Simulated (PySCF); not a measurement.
# C₃H₇AlN₂O: runs on many settings

Aim: see how C₃H₇AlN₂O (`NC(=O)CC#[N+][AlH3-]`) answers to the choice of functional, basis, grid and SCF options.

Computed with PySCF 2.14.0, with density-fitted response routines of our own, on a single molecule, in the gas phase or a continuum. Atoms are numbered from 0 throughout.

## (1) Starting geometry

14 atoms, charge 0, multiplicity 1; geometry from: GFN2-xTB.

Bonds of the start (Å): N0–C1 1.34, C1–O2 1.20, C1–C3 1.57, C3–C4 1.41, C4–N5 1.15, N5–Al6 2.00, N0–H7 1.01, N0–H8 1.01, C3–H9 1.09, C3–H10 1.09, Al6–H11 1.58, Al6–H12 1.60, Al6–H13 1.55.

## (2) Nuclear shieldings: PBE0/pcSseg-1

The job: settings as JSON, then the geometry in Å.

```
{"job": {"kind": "nmr", "xc": "PBE0", "basis": "pcSseg-1"}, "charge": 0, "multiplicity": 1}
N     -1.461587     0.300645     0.399285
C     -1.516948    -0.986724     0.049870
O     -2.349112    -1.777392     0.404175
C     -0.400979    -1.429227    -0.961476
C      0.818186    -0.791085    -0.648179
N      1.749811    -0.201556    -0.315392
Al     1.818388     1.578831     0.589944
H     -0.706063     0.929129     0.150872
H     -2.133367     0.629535     1.076010
H     -0.729648    -1.145546    -1.965019
H     -0.313074    -2.517027    -0.910220
H      1.170572     1.109510     1.947440
H      0.750161     2.283483    -0.370015
H      3.302982     2.016951     0.520581
```

Level: GIAO PBE0/pcSseg-1 NMR shielding, non-relativistic, gas phase.

Launch:

```console
> OMP_NUM_THREADS=1 python probes_run.py task.json out
```

One launch serves the whole session: the jobs run in the order shown.

What it wrote:

```text
coarse grid: 12432 points
cycle   1  E = -544.9470395642  dE =  1.025e+00  |g| = 9.087e-01  |ddm| = 3.361e+00
cycle   2  E = -544.1457333554  dE =  8.013e-01  |g| = 2.186e+00  |ddm| = 2.967e+00
cycle   3  E = -545.1150387359  dE = -9.693e-01  |g| = 1.699e-01  |ddm| = 2.342e+00
cycle   4  E = -545.1183815137  dE = -3.343e-03  |g| = 1.240e-01  |ddm| = 1.956e-01
cycle   5  E = -545.1211793395  dE = -2.798e-03  |g| = 3.714e-02  |ddm| = 9.002e-02
cycle   6  E = -545.1214331716  dE = -2.538e-04  |g| = 1.441e-02  |ddm| = 2.852e-02
cycle   7  E = -545.1214751913  dE = -4.202e-05  |g| = 3.399e-03  |ddm| = 1.063e-02
cycle   8  E = -545.1214776883  dE = -2.497e-06  |g| = 5.887e-04  |ddm| = 2.785e-03
final grid: 116312 points
cycle   9  E = -545.1684196195  dE = -9.309e-06  |g| = 1.202e-02  |ddm| = 2.563e-02
cycle  10  E = -545.1683361976  dE =  8.342e-05  |g| = 2.423e-02  |ddm| = 2.545e-02
cycle  11  E = -545.1684468567  dE = -1.107e-04  |g| = 1.691e-03  |ddm| = 1.855e-02
cycle  12  E = -545.1684474204  dE = -5.638e-07  |g| = 3.726e-04  |ddm| = 1.384e-03
cycle  13  E = -545.1684474361  dE = -1.563e-08  |g| = 2.564e-04  |ddm| = 3.405e-04
cycle  14  E = -545.1684474503  dE = -1.418e-08  |g| = 3.399e-05  |ddm| = 1.638e-04
cycle  15  E = -545.1684474505  dE = -2.242e-10  |g| = 1.107e-05  |ddm| = 3.072e-05
converged SCF energy = -545.1684474505

GIAO shielding tensors (ppm)
atom      isotropic    diamagn.    paramagn.     s11        s22        s33       span
  0 N      139.497     327.489    -187.993     49.452    158.341    210.698    161.246
  1 C       29.716     245.226    -215.509    -70.786     77.189     82.746    153.533
  2 O      -92.675     394.833    -487.508   -358.142   -181.735    261.851    619.993
  3 C      161.673     254.251     -92.577    135.258    167.778    181.983     46.725
  4 C       48.730     270.402    -221.672    -71.202    -54.743    272.135    343.337
  5 N       14.086     337.049    -322.963   -135.118   -104.536    281.911    417.029
  6 Al     426.675     796.281    -369.605    395.689    428.673    455.663     59.973
  7 H       24.772      35.178     -10.405     19.401     23.117     31.799     12.399
  8 H       26.503      31.194      -4.691     22.278     23.211     34.021     11.742
  9 H       28.069      28.323      -0.254     25.064     26.402     32.742      7.678
 10 H       28.527      28.116       0.411     24.137     27.295     34.150     10.013
 11 H       27.143      30.856      -3.713     24.234     26.978     30.216      5.982
 12 H       27.181      30.847      -3.666     24.518     27.321     29.704      5.186
 13 H       27.782      29.394      -1.612     24.691     25.911     32.745      8.054
```

Run time: 15 s. Hardware: 1 thread of Intel Xeon 6975P-C, shared host; peak memory 0.73 GiB.

Shifts follow as δ = σ(reference) − σ, with reference shieldings (ppm) from runs at the same level and on the same kind of geometry: 1H TMS 31.72, 13C TMS 186.9, 15N NH3 267.7, 17O H2O 336.1, 27Al AlH4- 490.0. The references are single molecules in the gas phase, so shifts against H2O, NH3, PH3, H3PO4 or CFCl3 are not on the usual liquid scales and can be off by tens of ppm. Shifts against hydride references such as AlH4− lie on their own scale. Atoms listed in one row are averaged.

```tsv
atoms	environment	σ (ppm)	δ (ppm)
C1	amide carbonyl carbon	29.7	157.2
C4	nitrilium-type carbon	48.7	138.2
C3	sp3 CH2 α to a carbonyl	161.7	25.3
H7	hydrogen on an amide-type nitrogen	24.77	6.94
H8	hydrogen on an amide-type nitrogen	26.50	5.21
H11, H12, H13	hydrogen on an aluminium bonded to N	27.37	4.35
H9, H10	hydrogen on an sp3 CH2 α to a carbonyl	28.30	3.42
N5	donor nitrogen of a Lewis adduct	14.1	253.6
N0	amide-type nitrogen	139.5	128.2
O2	amide-type carbonyl oxygen	-92.7	428.8
Al6	aluminium bonded to N, 3 H	426.7	63.3
```

The run also stored atomic charges by several schemes (e):

```tsv
atoms	Mulliken	IAO	Hirshfeld	ESP fit
N0	-0.38	-0.48	-0.15	-0.93
C1	0.39	0.46	0.19	0.86
O2	-0.39	-0.46	-0.27	-0.56
C3	-0.19	-0.37	-0.04	-0.60
C4	0.30	0.27	0.19	0.50
N5	-0.45	-0.20	-0.10	-0.36
Al6	0.65	0.44	0.30	0.75
```

Mayer bond orders: N0–C1 1.26, C1–O2 1.97, C1–C3 0.90, C3–C4 1.05, C4–N5 2.62, N5–Al6 0.35.

## (3) TDDFT and polarisability: PBE0/def2-SVPD

Same as in step 2 but for these lines:

```diff
@@ -1,2 +1,2 @@
-{"job": {"kind": "nmr", "xc": "PBE0", "basis": "pcSseg-1"}, "charge": 0, "multiplicity": 1}
+{"job": {"kind": "uv", "xc": "PBE0", "basis": "def2-SVPD", "nstates": 6, "ntriplets": 2}, "charge": 0, "multiplicity": 1}
 N     -1.461587     0.300645     0.399285
```

With the program's defaults for keys left out, this is: TDDFT PBE0/def2-SVPD, vertical, gas phase, core orbitals frozen in the response.

What it wrote:

```text
coarse grid: 12432 points
cycle   1  E = -544.6849929673  dE =  9.730e-01  |g| = 8.790e-01  |ddm| = 4.823e+00
cycle   2  E = -543.8881916150  dE =  7.968e-01  |g| = 2.154e+00  |ddm| = 5.088e+00
cycle   3  E = -544.8501639084  dE = -9.620e-01  |g| = 1.588e-01  |ddm| = 4.214e+00
cycle   4  E = -544.8528084084  dE = -2.645e-03  |g| = 1.231e-01  |ddm| = 3.200e-01
cycle   5  E = -544.8557190196  dE = -2.911e-03  |g| = 3.737e-02  |ddm| = 1.458e-01
cycle   6  E = -544.8559953166  dE = -2.763e-04  |g| = 1.215e-02  |ddm| = 4.675e-02
cycle   7  E = -544.8560261378  dE = -3.082e-05  |g| = 3.132e-03  |ddm| = 1.638e-02
cycle   8  E = -544.8560283425  dE = -2.205e-06  |g| = 5.128e-04  |ddm| = 4.761e-03
final grid: 116312 points
cycle   9  E = -544.9305913413  dE = -1.305e-05  |g| = 1.119e-02  |ddm| = 8.788e-02
cycle  10  E = -544.9305155017  dE =  7.584e-05  |g| = 2.258e-02  |ddm| = 3.735e-02
cycle  11  E = -544.9306162297  dE = -1.007e-04  |g| = 1.594e-03  |ddm| = 2.595e-02
cycle  12  E = -544.9306167781  dE = -5.484e-07  |g| = 3.013e-04  |ddm| = 2.262e-03
cycle  13  E = -544.9306167855  dE = -7.404e-09  |g| = 2.418e-04  |ddm| = 4.986e-04
cycle  14  E = -544.9306167984  dE = -1.290e-08  |g| = 3.299e-05  |ddm| = 2.842e-04
cycle  15  E = -544.9306167987  dE = -2.397e-10  |g| = 1.050e-05  |ddm| = 5.905e-05
converged SCF energy = -544.9306167987

Static polarisability (au): isotropic 85.162, principal 66.646 77.864 110.976

Singlet excitations
state   eV       nm        f      main configurations
  1   4.7935    258.7   0.00779   H->L 0.95
  2   5.0277    246.6   0.00448   H-1->L 0.95
  3   5.4308    228.3   0.04010   H->L+1 0.94
  4   5.5330    224.1   0.00411   H-1->L+1 0.96
  5   5.7275    216.5   0.03187   H-2->L 0.68, H-2->L+2 0.20
  6   5.9933    206.9   0.00472   H-2->L+1 0.44, H-2->L 0.21, H-2->L+2 0.20

Triplet excitations (Tamm-Dancoff, eV): 4.6151 4.8224
```

Run time: 20 s. Hardware: 1 thread of Intel Xeon 6975P-C, shared host; peak memory 0.83 GiB.

The orbitals next to the gap, with their largest atomic shares:

```tsv
orbital	eV	atoms
HOMO−3	-8.92	N0 46 %, O2 33 %, C1 11 %
HOMO−2	-8.66	O2 66 %, C1 10 %, C3 9 %
HOMO−1	-7.86	Al6 36 %, H13 30 %, H12 24 %
HOMO	-7.69	H11 36 %, Al6 35 %, H12 10 %
LUMO	-1.72	C4 34 %, N5 32 %, C3 10 %
LUMO+1	-1.22	N5 33 %, C4 30 %, C3 12 %
LUMO+2	-0.34	C1 26 %, O2 20 %, C4 11 %
```

With each of the 6 states as a Gaussian band of 0.4 eV half-width at 1/e, the curve within the window shown has maxima at 223 nm (ε 2,800) L/(mol cm). Beyond the last state computed it falls off for lack of states. The curve at chosen wavelengths:

nm, ε (L/mol/cm) and a bar:
```
      197        303 ###
      201        609 ######
      205       1050 ###########
      209       1581 #################
      213       2112 ######################
      217       2539 ###########################
      221       2776 ##############################
      224       2805 ##############################
      228       2659 ############################
      232       2355 #########################
      236       1975 #####################
      240       1594 #################
      244       1265 #############
      248       1005 ##########
      252        810 ########
      256        663 #######
      260        546 ######
      264        448 ####
      268        361 ###
      271        302 ###
      275        232 ##
      279        172 #
      283        124 #
      287         86 #
      291         58 
      295         38
```

Ground-state properties from the same run:

```tsv
property	computed
dipole moment (D)	3.60
polarisability (Å³)	12.62
HOMO–LUMO gap (eV)	5.97
−ε(HOMO) (eV)	7.69
```

## (4) NMR shieldings: OPBE/aug-cc-pVDZ

Same as in step 3 but for these lines:

```diff
@@ -1,2 +1,2 @@
-{"job": {"kind": "uv", "xc": "PBE0", "basis": "def2-SVPD", "nstates": 6, "ntriplets": 2}, "charge": 0, "multiplicity": 1}
+{"job": {"kind": "nmr", "xc": "OPBE", "basis": "aug-cc-pVDZ", "pop": true}, "charge": 0, "multiplicity": 1}
 N     -1.461587     0.300645     0.399285
```

Level: GIAO OPBE/aug-cc-pVDZ NMR shielding, non-relativistic, gas phase.

What it wrote:

```text
coarse grid: 12432 points
cycle   1  E = -545.3337758649  dE =  9.156e-01  |g| = 9.108e-01  |ddm| = 9.549e+00
cycle   2  E = -542.8470748141  dE =  2.487e+00  |g| = 3.099e+00  |ddm| = 6.050e+00
cycle   3  E = -545.4288097857  dE = -2.582e+00  |g| = 5.751e-01  |ddm| = 5.362e+00
cycle   4  E = -545.4785579177  dE = -4.975e-02  |g| = 4.177e-01  |ddm| = 1.337e+00
cycle   5  E = -545.5105608206  dE = -3.200e-02  |g| = 1.775e-01  |ddm| = 7.937e-01
cycle   6  E = -545.5173891886  dE = -6.828e-03  |g| = 4.337e-02  |ddm| = 3.533e-01
cycle   7  E = -545.5177797507  dE = -3.906e-04  |g| = 1.744e-02  |ddm| = 9.435e-02
cycle   8  E = -545.5178513457  dE = -7.160e-05  |g| = 3.459e-03  |ddm| = 3.576e-02
cycle   9  E = -545.5178544163  dE = -3.071e-06  |g| = 1.474e-03  |ddm| = 9.485e-03
final grid: 116312 points
cycle  10  E = -545.5253775775  dE =  1.360e-06  |g| = 2.831e-02  |ddm| = 4.709e-01
cycle  11  E = -545.5240669449  dE =  1.311e-03  |g| = 8.452e-02  |ddm| = 1.414e-01
cycle  12  E = -545.5255326580  dE = -1.466e-03  |g| = 5.273e-03  |ddm| = 1.035e-01
cycle  13  E = -545.5255395468  dE = -6.889e-06  |g| = 1.584e-03  |ddm| = 1.124e-02
cycle  14  E = -545.5255399211  dE = -3.743e-07  |g| = 8.831e-04  |ddm| = 3.526e-03
cycle  15  E = -545.5255400871  dE = -1.660e-07  |g| = 2.610e-04  |ddm| = 1.554e-03
cycle  16  E = -545.5255401026  dE = -1.550e-08  |g| = 5.785e-05  |ddm| = 4.547e-04
cycle  17  E = -545.5255401033  dE = -7.644e-10  |g| = 1.577e-05  |ddm| = 1.808e-04
converged SCF energy = -545.5255401033

GIAO shielding tensors (ppm)
atom      isotropic    diamagn.    paramagn.     s11        s22        s33       span
  0 N      156.269     290.669    -134.400     76.942    178.300    213.564    136.621
  1 C       52.751     231.868    -179.117    -33.327     95.005     96.575    129.901
  2 O      -32.389     396.339    -428.728   -252.793   -102.675    258.302    511.095
  3 C      172.870     244.600     -71.730    147.771    179.090    191.750     43.979
  4 C       72.526     270.776    -198.250    -30.912    -16.110    264.601    295.513
  5 N       48.576     329.705    -281.128    -81.895    -48.287    275.912    357.807
  6 Al     466.293     801.123    -334.830    430.764    476.424    491.691     60.927
  7 H       24.397      32.676      -8.278     19.373     22.641     31.178     11.805
  8 H       26.530      37.453     -10.923     22.890     23.802     32.897     10.007
  9 H       27.938      24.848       3.090     25.077     26.611     32.126      7.048
 10 H       28.390      24.962       3.429     24.434     27.492     33.245      8.811
 11 H       27.029      29.553      -2.525     24.245     26.807     30.034      5.790
 12 H       26.870      29.773      -2.902     24.215     26.917     29.479      5.264
 13 H       27.632      28.579      -0.946     24.572     25.793     32.531      7.959
```

It took 40 s on 1 thread of Intel Xeon 6975P-C, shared host; peak memory 0.76 GiB.

In short: δ C1 144.4, C4 124.6, C3 24.3, N5 223.0, H7 7.40, H8 5.26 ppm.

## (5) Ultraviolet spectrum: mPW1PW91/6-311G** in dichloromethane

Same as in step 4 but for these lines:

```diff
@@ -1,2 +1,2 @@
-{"job": {"kind": "nmr", "xc": "OPBE", "basis": "aug-cc-pVDZ", "pop": true}, "charge": 0, "multiplicity": 1}
+{"job": {"kind": "uv", "xc": "mPW1PW91", "basis": "6-311G**", "solvent": "dichloromethane", "nstates": 25, "ntriplets": 5, "tda": true, "grid": 3}, "charge": 0, "multiplicity": 1}
 N     -1.461587     0.300645     0.399285
```

With the program's defaults for keys left out, this is: TDA mPW1PW91/6-311G**, vertical, IEF-PCM dichloromethane (non-equilibrium linear response), core orbitals frozen in the response.

What it wrote:

```text
coarse grid: 12432 points
cycle   1  E = -545.5409228344  dE =  9.954e-01  |g| = 9.069e-01  |ddm| = 3.040e+00
cycle   2  E = -544.9832331324  dE =  5.577e-01  |g| = 1.910e+00  |ddm| = 2.702e+00
cycle   3  E = -545.6968048360  dE = -7.136e-01  |g| = 1.635e-01  |ddm| = 2.018e+00
cycle   4  E = -545.7008062657  dE = -4.001e-03  |g| = 9.196e-02  |ddm| = 1.429e-01
cycle   5  E = -545.7024091822  dE = -1.603e-03  |g| = 1.596e-02  |ddm| = 5.885e-02
cycle   6  E = -545.7024569320  dE = -4.775e-05  |g| = 6.178e-03  |ddm| = 1.288e-02
cycle   7  E = -545.7024627722  dE = -5.840e-06  |g| = 3.080e-03  |ddm| = 4.368e-03
final grid: 172080 points
cycle   8  E = -545.6983750339  dE = -1.541e-05  |g| = 1.120e-02  |ddm| = 2.491e-02
cycle   9  E = -545.6983118507  dE =  6.318e-05  |g| = 2.139e-02  |ddm| = 2.085e-02
cycle  10  E = -545.6983980526  dE = -8.620e-05  |g| = 1.040e-03  |ddm| = 1.448e-02
cycle  11  E = -545.6983982342  dE = -1.816e-07  |g| = 4.400e-04  |ddm| = 7.198e-04
cycle  12  E = -545.6983982657  dE = -3.155e-08  |g| = 2.262e-04  |ddm| = 3.838e-04
cycle  13  E = -545.6983982752  dE = -9.449e-09  |g| = 3.598e-05  |ddm| = 1.599e-04
cycle  14  E = -545.6983982754  dE = -2.381e-10  |g| = 1.259e-05  |ddm| = 2.862e-05
converged SCF energy = -545.6983982754

Static polarisability (au): isotropic 92.452, principal 74.086 80.053 123.216

Singlet excitations
state   eV       nm        f      main configurations
  1   5.4952    225.6   0.01683   H->L 0.97
  2   5.8473    212.0   0.00628   H-1->L 0.94
  3   5.9312    209.0   0.04877   H-2->L 0.79, H-2->L+3 0.12
  4   6.1128    202.8   0.01034   H-3->L 0.78, H->L+1 0.13
  5   6.1731    200.8   0.02096   H->L+1 0.50, H-3->L 0.17, H-2->L+1 0.11
  6   6.3240    196.1   0.01791   H-2->L+1 0.33, H->L+1 0.28, H-2->L+3 0.19
  7   6.4252    193.0   0.01880   H-1->L+1 0.94
  8   6.7353    184.1   0.04837   H-2->L+1 0.36, H-3->L+1 0.28, H-2->L+3 0.17
  9   6.7933    182.5   0.02017   H-3->L+1 0.68, H-2->L+1 0.15
 10   6.9823    177.6   0.01503   H->L+2 0.86
 11   7.2198    171.7   0.03961   H-1->L+2 0.88
 12   7.4983    165.3   0.02910   H->L+3 0.66, H-2->L+3 0.21
 13   7.7367    160.3   0.01394   H-5->L 0.56, H-4->L 0.17
 14   7.7773    159.4   0.04127   H-1->L+3 0.63, H-2->L+2 0.16
 15   7.7936    159.1   0.01071   H-2->L+2 0.69, H-1->L+3 0.19
 16   7.8825    157.3   0.00791   H-3->L+2 0.82
 17   7.9826    155.3   0.07588   H-4->L 0.64, H-5->L 0.16
 18   8.2149    150.9   0.00491   H->L+4 0.51, H-1->L+5 0.23
 19   8.2488    150.3   0.02497   H-4->L+1 0.58, H->L+4 0.13
 20   8.3747    148.0   0.31647   H-3->L+3 0.43, H-2->L+4 0.11
 21   8.4626    146.5   0.04441   H->L+5 0.72, H-6->L 0.12
 22   8.5676    144.7   0.03208   H-3->L+4 0.31, H-1->L+4 0.26, H-1->L+5 0.13
 23   8.6208    143.8   0.02212   H-6->L 0.30, H-5->L+1 0.18, H->L+5 0.12
 24   8.6686    143.0   0.17330   H-2->L+4 0.28, H-1->L+5 0.15, H->L+4 0.10
 25   8.7658    141.4   0.04209   H-2->L+4 0.30, H-1->L+5 0.27, H-3->L+4 0.14

Triplet excitations (Tamm-Dancoff, eV): 5.2265 5.4223 5.5162 5.6062 5.7868
```

Wall time 22 s (1 thread of Intel Xeon 6975P-C, shared host); peak memory 0.83 GiB.

Key values: HOMO -7.91 eV, LUMO -1.19 eV; lowest singlet 5.50 eV.

## (6) NMR shieldings: PBE0/pcSseg-1

Same as in step 5 but for these lines:

```diff
@@ -1,2 +1,2 @@
-{"job": {"kind": "uv", "xc": "mPW1PW91", "basis": "6-311G**", "solvent": "dichloromethane", "nstates": 25, "ntriplets": 5, "tda": true, "grid": 3}, "charge": 0, "multiplicity": 1}
+{"job": {"kind": "nmr", "xc": "PBE0", "basis": "pcSseg-1", "pop": false, "scf": {"conv": 1e-07}}, "charge": 0, "multiplicity": 1}
 N     -1.461587     0.300645     0.399285
```

With the program's defaults for keys left out, this is: GIAO PBE0/pcSseg-1 NMR shielding, non-relativistic, gas phase.

What it wrote:

```text
final grid: 116312 points
cycle   1  E = -544.9919311495  dE =  1.027e+00  |g| = 9.149e-01  |ddm| = 3.360e+00
cycle   2  E = -544.1721671217  dE =  8.198e-01  |g| = 2.204e+00  |ddm| = 3.001e+00
cycle   3  E = -545.1620348334  dE = -9.899e-01  |g| = 1.688e-01  |ddm| = 2.379e+00
cycle   4  E = -545.1651729791  dE = -3.138e-03  |g| = 1.272e-01  |ddm| = 1.995e-01
cycle   5  E = -545.1681266186  dE = -2.954e-03  |g| = 3.850e-02  |ddm| = 9.232e-02
cycle   6  E = -545.1684022613  dE = -2.756e-04  |g| = 1.448e-02  |ddm| = 2.927e-02
cycle   7  E = -545.1684448268  dE = -4.257e-05  |g| = 3.418e-03  |ddm| = 1.077e-02
cycle   8  E = -545.1684473593  dE = -2.533e-06  |g| = 5.876e-04  |ddm| = 2.826e-03
cycle   9  E = -545.1684474428  dE = -8.345e-08  |g| = 1.731e-04  |ddm| = 9.536e-04
converged SCF energy = -545.1684474428

GIAO shielding tensors (ppm)
atom      isotropic    diamagn.    paramagn.     s11        s22        s33       span
  0 N      139.477     327.491    -188.014     49.415    158.340    210.676    161.261
  1 C       29.713     245.227    -215.514    -70.788     77.183     82.745    153.533
  2 O      -92.667     394.833    -487.500   -358.113   -181.706    261.817    619.931
  3 C      161.685     254.249     -92.564    135.275    167.782    181.999     46.724
  4 C       48.727     270.404    -221.677    -71.204    -54.748    272.133    343.337
  5 N       14.083     337.048    -322.966   -135.129   -104.531    281.908    417.037
  6 Al     426.671     796.281    -369.609    395.684    428.674    455.656     59.972
  7 H       24.773      35.177     -10.404     19.403     23.116     31.798     12.395
  8 H       26.503      31.194      -4.691     22.279     23.210     34.019     11.739
  9 H       28.070      28.323      -0.253     25.063     26.401     32.746      7.683
 10 H       28.527      28.116       0.411     24.135     27.295     34.152     10.017
 11 H       27.143      30.856      -3.713     24.234     26.978     30.217      5.983
 12 H       27.181      30.847      -3.665     24.518     27.321     29.705      5.186
 13 H       27.782      29.394      -1.612     24.691     25.910     32.745      8.054
```

Wall time 12 s (1 thread of Intel Xeon 6975P-C, shared host); peak memory 0.71 GiB.

Key values: δ C1 157.2, C4 138.2, C3 25.2, N5 253.6, H7 6.94, H8 5.21 ppm.

## (7) Run by run: electronic excitations

Excitations and ground-state properties, with basis size and wall time:

```tsv
run	lowest singlet (eV)	brightest (eV)	f	gap (eV)	α (Å³)	μ (D)	functions	time
PBE0/def2-SVPD	4.79	5.43	0.040	5.97	12.62	3.60	203	20 s
mPW1PW91/6-311G** in dichloromethane	5.50	8.37	0.316	6.72	13.70	4.61	176	22 s
```

## (8) Outcome

| quantity | value |
| --- | --- |
| 13C shifts against TMS (PBE0/pcSseg-1) | 157.2, 138.2, 25.3 ppm |
| 1H shifts against TMS (PBE0/pcSseg-1, means over atoms taken as alike) | 6.94, 5.21, 4.35, 3.42 ppm |
| 15N shifts against NH3 (PBE0/pcSseg-1) | 253.6, 128.2 ppm |
| 17O shifts against H2O (PBE0/pcSseg-1) | 428.8 ppm |
| 27Al shifts against AlH4- (PBE0/pcSseg-1) | 63.3 ppm |
| lowest singlet (PBE0/def2-SVPD) | 4.79 eV (259 nm), f = 0.008 |
| brightest single state of those computed | state 3, 5.43 eV, f = 0.040 |
| lowest triplet | 4.62 eV |
| range of the lowest singlet | 4.79 to 5.50 eV |

**Reading.** Single values in the summary come from the first run of each kind that ended normally (PBE0/pcSseg-1; PBE0/def2-SVPD), which need not be the best level. At PBE0/pcSseg-1: The largest span, 620 ppm, is at O2, where the paramagnetic term is -488 ppm. The first singlet state (HOMO→LUMO 0.95) lies at 4.79 eV and is weak; of the 6 states computed, the strongest absorption comes from state 3 at 5.43 eV. The lowest triplet lies 0.18 eV below the lowest singlet (triplets in Tamm-Dancoff, singlets in full TDDFT). The lowest singlet runs from 4.79 eV (PBE0/def2-SVPD) to 5.50 eV (mPW1PW91/6-311G** in dichloromethane), while the orbital gap spans 5.97 to 6.72 eV. The lowest state need not be the same one in every run. The runs solved for a few states only, so the brightest column depends on that window.
